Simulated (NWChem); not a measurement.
# C2H10AlNSi (SMILES [CH3][AlH][NH]C[SiH3]) at 3 levels

Wanted: a comparison of 3 runs (HF/STO-3G, HF/3-21G, B3LYP/6-31G*) of C2H10AlNSi. 

The calculation is run with NWChem 7.3.0.

## 1. The structure to begin with

The species is C2H10AlNSi (15 atoms), meant as a singlet with charge 0. As SMILES, `[CH3][AlH][NH]C[SiH3]`. Geometry: relaxed at PBE0-D4/def2-TZVP. This is one conformer, not always the lowest.

Bond lengths: C1–Al2 1.949 Å, Al2–N3 1.776 Å, N3–C4 1.455 Å, C4–Si5 1.887 Å, C1–H6 1.093 Å, C1–H7 1.095 Å, C1–H8 1.095 Å, Al2–H9 1.588 Å, N3–H10 1.010 Å, C4–H11 1.099 Å, C4–H12 1.096 Å, Si5–H13 1.490 Å, Si5–H14 1.491 Å, Si5–H15 1.488 Å. Some angles: C1–Al2–N3 119.6°, Al2–N3–C4 128.2°, N3–C4–Si5 111.2°, C1–Al2–H9 125.0°, N3–Al2–H9 115.4°, Al2–C1–H6 112.6°, Al2–C1–H7 111.1°, Al2–C1–H8 111.0°, Al2–N3–H10 120.0°, C4–N3–H10 111.8°.

## 2. Energy and forces at HF/STO-3G (run 1)

The input, a.xyz:

```xyz
15
C2H10AlNSi
C     -2.238800     1.277300     1.713100
Al    -1.547900     0.261300     0.200500
N      0.066900    -0.470700     0.299600
C      0.779800    -1.220500    -0.723400
Si     2.338400    -0.309800    -1.274400
H     -1.542700     1.301900     2.555400
H     -3.182500     0.855800     2.073500
H     -2.449800     2.312800     1.427100
H     -2.322900     0.020800    -1.164100
H      0.626100    -0.348200     1.132000
H      1.032000    -2.236900    -0.391300
H      0.129100    -1.347700    -1.595500
H      3.178800    -0.022900    -0.077600
H      3.146300    -1.108400    -2.239700
H      1.965200     0.984500    -1.905800
```

The input, run.py:

```python
from ase.io import read
from ase.calculators.nwchem import NWChem

atoms = read('a.xyz')

calc = NWChem(
    label='a',
    theory='scf',
    memory='2200 mb',
    basis='STO-3G',
    basispar='spherical bse',
    scf={'nopen': '0', 'rhf': None, 'thresh': '1e-08', 'maxiter': '80'},
)
atoms.calc = calc

forces = atoms.get_forces()
e = atoms.get_potential_energy()
print(f"E = {e:.6f} eV")
print("forces (eV/A):")
for s, f in zip(atoms.symbols, forces):
    print(f"{s:2s} {f[0]:10.5f} {f[1]:10.5f} {f[2]:10.5f}")
print("dipole (e A):", atoms.get_dipole_moment().round(4))
```

Started as:

```console
$ export ASE_NWCHEM_COMMAND="nwchem PREFIX.nwi > PREFIX.nwo"
$ python run.py
```

The program printed:

```text
E = -17933.430055 eV
forces (eV/A):
C     0.21582   -0.40515   -0.72469
Al   -0.12568   -0.61424   -1.30998
N    -2.58113    1.13046    0.24210
C     0.55546   -0.31373   -0.80445
Si    1.54405    0.68972   -0.38541
H    -0.33717    0.01435   -0.33671
H     0.45838    0.19114   -0.10398
H     0.12907   -0.45776    0.18553
H     1.14044    0.45565    2.20482
H     0.45796   -0.04381    0.42187
H    -0.04330    0.21104   -0.03317
H     0.09050    0.01682    0.27223
H    -0.96756   -0.32571   -1.45920
H    -0.98473    0.95995    1.12439
H     0.44783   -1.50867    0.70664
dipole (e A): [-0.0255 -0.0053  0.0406]
```

The calculator wrote a.nwi:

```
title "a"

permanent_dir a

scratch_dir a

start a

geometry units angstrom nocenter noautosym noautoz
  C  -2.2387999999999999e+00 1.2773000000000001e+00 1.7131000000000001e+00
  Al -1.5479000000000001e+00 2.6129999999999998e-01 2.0050000000000001e-01
  N  6.6900000000000001e-02 -4.7070000000000001e-01 2.9959999999999998e-01
  C  7.7980000000000005e-01 -1.2204999999999999e+00 -7.2340000000000004e-01
  Si 2.3384000000000000e+00 -3.0980000000000002e-01 -1.2744000000000000e+00
  H  -1.5427000000000000e+00 1.3019000000000001e+00 2.5554000000000001e+00
  H  -3.1825000000000001e+00 8.5580000000000001e-01 2.0735000000000001e+00
  H  -2.4498000000000002e+00 2.3128000000000002e+00 1.4271000000000000e+00
  H  -2.3229000000000002e+00 2.0799999999999999e-02 -1.1640999999999999e+00
  H  6.2609999999999999e-01 -3.4820000000000001e-01 1.1319999999999999e+00
  H  1.0320000000000000e+00 -2.2368999999999999e+00 -3.9129999999999998e-01
  H  1.2909999999999999e-01 -1.3476999999999999e+00 -1.5954999999999999e+00
  H  3.1787999999999998e+00 -2.2900000000000000e-02 -7.7600000000000002e-02
  H  3.1463000000000001e+00 -1.1084000000000001e+00 -2.2397000000000000e+00
  H  1.9652000000000001e+00 9.8450000000000004e-01 -1.9057999999999999e+00
end

memory 2200 mb

basis spherical bse noprint
   * library STO-3G
end

scf
  nopen 0
  rhf
  thresh 1e-08
  maxiter 80
end

task scf gradient
```

a.nwo:

```text
Northwest Computational Chemistry Package (NWChem) 7.3.0
             --------------------------------------------------------

           Job information
           ---------------

    nwchem branch   = 7.3.0
    use scalapack   = T
    input           = a.nwi
    prefix          = a.
    data base       = a/a.db
    status          = startup
    nproc           =        1

           Memory information
           ------------------

    heap     =     72089596 doubles =      550.0 Mbytes
    stack    =     72089601 doubles =      550.0 Mbytes
    global   =    144179200 doubles =     1100.0 Mbytes (distinct from heap & stack)
    total    =    288358397 doubles =     2200.0 Mbytes
    verify   = yes
    hardfail = no

[... 150 lines left out ...]
 Convergence threshold     :          1.000E-08
[... 12 lines left out ...]
       Final RHF  results
[... 3 lines left out ...]
      One-electron energy =  -1438.659323657882
[... 1 line left out ...]
 Nuclear repulsion energy =    262.713729068952
[... 46 lines left out ...]
                       ROHF Final Molecular Orbital Analysis
[... 239 lines left out ...]
                         RHF ENERGY GRADIENTS

    atom               coordinates                        gradient
                 x          y          z           x          y          z
   1 C      -4.230719   2.413747   3.237290   -0.004197   0.007879   0.014093
   2 Al     -2.925107   0.493785   0.378890    0.002444   0.011945   0.025475
   3 N       0.126423  -0.889494   0.566162    0.050195  -0.021984  -0.004708
[... 11 lines of this table left out ...]
  15 H       3.713690   1.860435  -3.601440   -0.008709   0.029339  -0.013742

                 ----------------------------------------
                 |  Time  |  1-e(secs)   |  2-e(secs)   |
                 ----------------------------------------
                 |  CPU   |       0.00   |       0.67   |
                 ----------------------------------------
                 |  WALL  |       0.00   |       0.67   |
                 ----------------------------------------

 Task  times  cpu:        3.7s     wall:        3.7s
 Total times  cpu:        3.7s     wall:        3.7s
```

Wall time 4.5 s (1 thread of AMD EPYC 9R45 (Zen 5), shared host); peak memory 0.1 GiB.

## 3. Energy and gradient at HF/3-21G (run 2)

The input, run.py:

```python
from ase import Atoms
from ase.calculators.nwchem import NWChem

mol = Atoms(['C', 'Al', 'N', 'C', 'Si', 'H', 'H', 'H', 'H', 'H', 'H', 'H', 'H', 'H', 'H'], positions=[
    [-2.238800, 1.277300, 1.713100],
    [-1.547900, 0.261300, 0.200500],
    [0.066900, -0.470700, 0.299600],
    [0.779800, -1.220500, -0.723400],
    [2.338400, -0.309800, -1.274400],
    [-1.542700, 1.301900, 2.555400],
    [-3.182500, 0.855800, 2.073500],
    [-2.449800, 2.312800, 1.427100],
    [-2.322900, 0.020800, -1.164100],
    [0.626100, -0.348200, 1.132000],
    [1.032000, -2.236900, -0.391300],
    [0.129100, -1.347700, -1.595500],
    [3.178800, -0.022900, -0.077600],
    [3.146300, -1.108400, -2.239700],
    [1.965200, 0.984500, -1.905800],
])

calc = NWChem(
    label='c2h10alnsi',
    theory='scf',
    memory='2200 mb',
    basis='3-21G',
    basispar='spherical bse',
    scf={'nopen': '0', 'rhf': None, 'thresh': '1e-08', 'maxiter': '80'},
)
mol.calc = calc

forces = mol.get_forces()
print(f"energy = {mol.get_potential_energy():.6f} eV")
print("forces (eV/A):")
for s, f in zip(mol.symbols, forces):
    print(f"{s:2s} {f[0]:10.5f} {f[1]:10.5f} {f[2]:10.5f}")
print("dipole (e A):", mol.get_dipole_moment().round(4))
```

Started as:

```console
$ export ASE_NWCHEM_COMMAND="nwchem PREFIX.nwi > PREFIX.nwo"
$ python run.py
```

The program printed:

```text
energy = -18048.427125 eV
forces (eV/A):
C    -0.33820    0.45154    0.58709
Al    0.14995   -0.27701   -0.30288
N    -0.01095    0.52620    0.71292
C    -0.30262   -1.20734   -0.61187
Si    0.59228    0.36705   -0.14079
H    -0.15267    0.00180   -0.15648
H     0.17211    0.08510   -0.02725
H     0.04016   -0.17196    0.08706
H    -0.12496   -0.01064   -0.16758
H    -0.14095   -0.11256   -0.13694
H    -0.10722    0.28385   -0.06022
H     0.14198    0.00375    0.27866
H     0.03039    0.02643    0.00504
H     0.03337   -0.00149   -0.03893
H     0.01728    0.03522   -0.02782
dipole (e A): [ 0.0151 -0.0755  0.1674]
```

The calculator wrote c2h10alnsi.nwi:

```
title "c2h10alnsi"

permanent_dir c2h10alnsi

scratch_dir c2h10alnsi

start c2h10alnsi

geometry units angstrom nocenter noautosym noautoz
  C  -2.2387999999999999e+00 1.2773000000000001e+00 1.7131000000000001e+00
  Al -1.5479000000000001e+00 2.6129999999999998e-01 2.0050000000000001e-01
  N  6.6900000000000001e-02 -4.7070000000000001e-01 2.9959999999999998e-01
  C  7.7980000000000005e-01 -1.2204999999999999e+00 -7.2340000000000004e-01
  Si 2.3384000000000000e+00 -3.0980000000000002e-01 -1.2744000000000000e+00
  H  -1.5427000000000000e+00 1.3019000000000001e+00 2.5554000000000001e+00
  H  -3.1825000000000001e+00 8.5580000000000001e-01 2.0735000000000001e+00
  H  -2.4498000000000002e+00 2.3128000000000002e+00 1.4271000000000000e+00
  H  -2.3229000000000002e+00 2.0799999999999999e-02 -1.1640999999999999e+00
  H  6.2609999999999999e-01 -3.4820000000000001e-01 1.1319999999999999e+00
  H  1.0320000000000000e+00 -2.2368999999999999e+00 -3.9129999999999998e-01
  H  1.2909999999999999e-01 -1.3476999999999999e+00 -1.5954999999999999e+00
  H  3.1787999999999998e+00 -2.2900000000000000e-02 -7.7600000000000002e-02
  H  3.1463000000000001e+00 -1.1084000000000001e+00 -2.2397000000000000e+00
  H  1.9652000000000001e+00 9.8450000000000004e-01 -1.9057999999999999e+00
end

memory 2200 mb

basis spherical bse noprint
   * library 3-21G
end

scf
  nopen 0
  rhf
  thresh 1e-08
  maxiter 80
end

task scf gradient
```

c2h10alnsi.nwo:

```text
Northwest Computational Chemistry Package (NWChem) 7.3.0
             --------------------------------------------------------

           Job information
           ---------------

    nwchem branch   = 7.3.0
    use scalapack   = T
    input           = c2h10alnsi.nwi
    prefix          = c2h10alnsi.
    data base       = c2h10alnsi/c2h10alnsi.db
    status          = startup
    nproc           =        1

           Memory information
           ------------------

    heap     =     72089598 doubles =      550.0 Mbytes
    stack    =     72089595 doubles =      550.0 Mbytes
    global   =    144179200 doubles =     1100.0 Mbytes (distinct from heap & stack)
    total    =    288358393 doubles =     2200.0 Mbytes
    verify   = yes
    hardfail = no

[... 150 lines left out ...]
 Convergence threshold     :          1.000E-08
[... 13 lines left out ...]
       Final RHF  results
[... 3 lines left out ...]
      One-electron energy =  -1439.582319650809
[... 1 line left out ...]
 Nuclear repulsion energy =    262.713729068952
[... 46 lines left out ...]
                       ROHF Final Molecular Orbital Analysis
[... 292 lines left out ...]
                         RHF ENERGY GRADIENTS

    atom               coordinates                        gradient
                 x          y          z           x          y          z
   1 C      -4.230719   2.413747   3.237290    0.006577  -0.008781  -0.011417
   2 Al     -2.925107   0.493785   0.378890   -0.002916   0.005387   0.005890
   3 N       0.126423  -0.889494   0.566162    0.000213  -0.010233  -0.013864
[... 11 lines of this table left out ...]
  15 H       3.713690   1.860435  -3.601440   -0.000336  -0.000685   0.000541

                 ----------------------------------------
                 |  Time  |  1-e(secs)   |  2-e(secs)   |
                 ----------------------------------------
                 |  CPU   |       0.00   |       0.85   |
                 ----------------------------------------
                 |  WALL  |       0.00   |       0.85   |
                 ----------------------------------------

 Task  times  cpu:        4.6s     wall:        4.6s
 Total times  cpu:        4.6s     wall:        4.6s
```

It took 5.4 s on 1 thread of AMD EPYC 9R45 (Zen 5), shared host; peak memory 0.1 GiB.

## 4. Energy and forces at B3LYP/6-31G(d) (Cartesian functions) (run 3)

The input, mol.nw:

```
start mol
title "C2H10AlNSi B3LYP"
memory stack 880 mb heap 220 mb global 1100 mb
geometry units angstrom noautosym nocenter noautoz
  C     -2.238800     1.277300     1.713100
  Al    -1.547900     0.261300     0.200500
  N      0.066900    -0.470700     0.299600
  C      0.779800    -1.220500    -0.723400
  Si     2.338400    -0.309800    -1.274400
  H     -1.542700     1.301900     2.555400
  H     -3.182500     0.855800     2.073500
  H     -2.449800     2.312800     1.427100
  H     -2.322900     0.020800    -1.164100
  H      0.626100    -0.348200     1.132000
  H      1.032000    -2.236900    -0.391300
  H      0.129100    -1.347700    -1.595500
  H      3.178800    -0.022900    -0.077600
  H      3.146300    -1.108400    -2.239700
  H      1.965200     0.984500    -1.905800
end
basis cartesian
  C library 6-31G*
  Al library 6-31G*
  N library 6-31G*
  Si library 6-31G*
  H library 6-31G*
end
dft
  xc b3lyp
  mult 1
  grid fine
  convergence energy 1e-08
  maxiter 100
  mulliken
end
task dft gradient
```

Started as:

```console
$ nwchem mol.nw > mol.out
```

The program printed:

```text
[...]
          Wavefunction type:  closed shell.
          No. of atoms     :    15
          No. of electrons :    56
[...]
          Charge           :     0
          Spin multiplicity:     1
[...]
          AO basis - number of functions:   103
[...]
              XC Information
              --------------
                         B3LYP Method XC Potential
                     Hartree-Fock (Exact) Exchange  0.200
                        Slater Exchange Functional  0.800 local
                    Becke 1988 Exchange Functional  0.720 non-local
              Lee-Yang-Parr Correlation Functional  0.810
                  VWN I RPA Correlation Functional  0.190 local
[...]
 d= 0,ls=0.0,diis     1   -668.8664271552 -9.32D+02  1.01D-02  6.37D-01     2.6
[...]
 d= 0,ls=0.0,diis    10   -668.9301032461 -2.59D-09  2.23D-07  7.22D-10    20.3
         Total DFT energy =     -668.930103246099
      One electron energy =    -1444.595245533827
           Coulomb energy =      574.112744577676
    Exchange-Corr. energy =      -61.161331358901
 Nuclear repulsion energy =      262.713729068952
[...]
  wavefunction    = closed shell
                         DFT ENERGY GRADIENTS
    atom               coordinates                        gradient
                 x          y          z           x          y          z
   1 C      -4.230719   2.413747   3.237290    0.000511  -0.000691  -0.000605
   2 Al     -2.925107   0.493785   0.378890    0.005303  -0.001354   0.002354
   3 N       0.126423  -0.889494   0.566162    0.000680   0.000256  -0.001014
   4 C       1.473608  -2.306411  -1.367028   -0.001362   0.004336   0.003806
   5 Si      4.418935  -0.585437  -2.408267   -0.004266  -0.002579   0.001726
   6 H      -2.915280   2.460234   4.829006   -0.000887  -0.000421  -0.002091
   7 H      -6.014053   1.617228   3.918347    0.001771   0.000627  -0.001122
   8 H      -4.629451   4.370558   2.696828    0.000406  -0.002058   0.000132
   9 H      -4.389644   0.039306  -2.199830    0.000446   0.000195   0.000773
  10 H       1.183157  -0.658003   2.139170   -0.002362  -0.000381  -0.004332
  11 H       1.950197  -4.227128  -0.739450    0.000054   0.002151  -0.000940
[...]
```

It took 28 s on 1 thread of AMD EPYC 9R45 (Zen 5), shared host; peak memory 0.14 GiB.

## 5. All runs side by side

```
run                               level  Cartesian functions  iteration cap  energy (Eh)  dipole moment (D)  HOMO energy (eV)  LUMO energy (eV)  wall time
  1                           HF/STO-3G                   no             80  -659.041404               0.23             -6.59              9.72      4.5 s
  2                            HF/3-21G                   no             80  -663.267469               0.89             -9.26              2.63      5.4 s
  3  B3LYP/6-31G* (Cartesian functions)                  yes            100  -668.930103               1.05             -6.14             -0.32       28 s
```

## 6. Results

| quantity | value |
| --- | --- |
| run 3: total energy | -668.93010 Eh |
| run 3: dipole moment | 1.05 D |
| run 3: HOMO energy | -6.14 eV |
| run 3: LUMO energy | -0.32 eV |
| run 3: HOMO–LUMO gap | 5.81 eV |
| run 3: largest force on an atom | 0.306 eV/Å |

What this shows: The dipole moment (its size) runs from 0.23 D (HF/STO-3G) to 1.05 D (B3LYP/6-31G*). The two ends differ in method and basis. The HOMO–LUMO gap runs from 5.81 eV (B3LYP/6-31G*) to 16.31 eV (HF/STO-3G). In run 1 the basis is minimal, so the values are rough. All runs together took 38 s, the longest 28 s.
